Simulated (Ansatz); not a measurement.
## LuSe, space group Fm-3m: a convergence test of the k-point mesh, step by step

Program: Ansatz 0.2.0 through its Python package.

Run as a notebook:

In [1]:
```python
import csv

import ansatz as az
from pymatgen.core import Lattice, Structure
from pymatgen.io.ase import AseAtomsAdaptor
```

In [2]:
```python
FILLING = 'fermi_dirac'
XC = 'PBEsol'
```

In [3]:
```python
pmg_structure = Structure(
    Lattice([(0.0, 2.788, 2.788), (2.788, 0.0, 2.788), (2.788, 2.788, 0.0)]),
    ['Lu', 'Se'],
    [
        (0.0, 0.0, 0.0),
        (0.5, 0.5, 0.5),
    ],
)
system = az.Crystal.from_ase(AseAtomsAdaptor.get_atoms(pmg_structure))
```

In [4]:
```python
[site.symbol for site in system.resolved().sites]
```
Out [4]:
```text
['Lu', 'Se']
```

In [5]:
```python
job = (
    system.calculation()
    .occupations(FILLING)
    .functional(XC)
    .basis(35 * az.Ry)
)
```

In [6]:
```python
rows = []
for value in [(2, 2, 2), (3, 3, 3), (4, 4, 4), (6, 6, 6), (7, 7, 7), (9, 9, 9)]:
    summary = job.kpoints(*value).run().report
    rows.append((value, summary['free_energy_ev'] / len(summary['lattice']['sites']), summary['n_iterations'], summary['n_kpoints']))
```

In [7]:
```python
with open('kconv.csv', 'w', newline='') as handle:
    writer = csv.writer(handle)
    writer.writerow(['mesh', 'F/atom (eV)', 'iterations', 'k-points'])
    writer.writerows([round(v, 5) if isinstance(v, float) else v for v in row] for row in rows)

# differences from the last row
for row in rows[:-1]:
    shift = 1000 * (row[1] - rows[-1][1])
    print(f'{row[0]}: {shift:+.2f} meV/atom' + ('  (within 2 meV)' if abs(shift) < 2 else ''))
```
```text
(2, 2, 2): +97.37 meV/atom
(3, 3, 3): +38.39 meV/atom
(4, 4, 4): -12.47 meV/atom
(6, 6, 6): -1.89 meV/atom  (within 2 meV)
(7, 7, 7): +4.16 meV/atom
```

`kconv.csv`, as written:
```csv
mesh,F/atom (eV),iterations,k-points
"(2, 2, 2)",-10019.37766,7,3
"(3, 3, 3)",-10019.43664,7,4
"(4, 4, 4)",-10019.4875,7,8
"(6, 6, 6)",-10019.47692,6,16
"(7, 7, 7)",-10019.47086,6,20
"(9, 9, 9)",-10019.47503,8,35
```

What to keep in mind:
- A row within the bound is followed by one outside it, so the series isn't shown to be converged.
- The starting cell is as deposited in a crystallographic database; the results hold for this polymorph, which needn't be the stable one.
- Shifts are counted from the finest mesh, which is itself no proven limit.
- Wall time of the script: 6.8 s on 1 thread of Intel(R) Xeon(R) Processor @ 2.30GHz (shared host), peak memory 0.61 GiB.
